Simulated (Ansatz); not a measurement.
# C (reference phase): the cost of one run

Computed with Ansatz 0.2.0 (DFT PBE, with the methods named in each step, unless a step's input says otherwise).

### Step 1. The system as given

The structure is hexagonal, space group P6_3/mmc (No. 194). Conventional cell: a = 2.464 Å, b = 2.464 Å, c = 6.711 Å, α = 90.00°, β = 90.00°, γ = 120.00°. C (site symmetry -6m2) is surrounded by 3 C at 1.42 Å.

Coordinates:

```xyz
4
Lattice="2.4640 0.0000 0.0000 -1.2320 2.1339 0.0000 0.0000 0.0000 6.7110" Properties=species:S:1:pos:R:3 pbc="T T T"
C     0.0000    0.0000    1.6778
C     0.0000    0.0000    5.0333
C     0.0000    1.4226    1.6778
C     1.2320    0.7113    5.0333
```

Atoms are numbered in the order of the input: C1, C2, C3, C4.

### Step 2. Relaxed, PAW

input.yaml

```yaml
crystal:
  lattice:
    - [2.464, 0.0, 0.0]
    - [-1.232, 2.1338865949, 0.0]
    - [0.0, 0.0, 6.711]
  atoms:
    - { symbol: C, position: [0.0, 0.0, 0.25] }
    - { symbol: C, position: [0.0, 0.0, 0.75] }
    - { symbol: C, position: [0.3333333333, 0.6666666667, 0.25] }
    - { symbol: C, position: [0.6666666667, 0.3333333333, 0.75] }
kpoints:
  mp_grid: { grid: [15, 15, 5] }
scf:
  occupations: { method: fermi_dirac, width: 0.05 }
hamiltonian:
  xc: pbe
  pseudopotentials: { kind: paw }
output:
  forces: true
  stress: true
relax:
  f_tol: 0.003
  max_steps: 80
  cell: {}
```

Launch:

```
$ ansatz run input.yaml --threads 4 --pin off --max-ram 10240MiB --backend cpu --events-out ev --progress --plain --runs-dir out
```

**Question.** How long does this run take on 4 threads of Arm Neoverse V2, shared host, and how much memory does it need?

About 11 s, with a peak of 0.34 GiB.
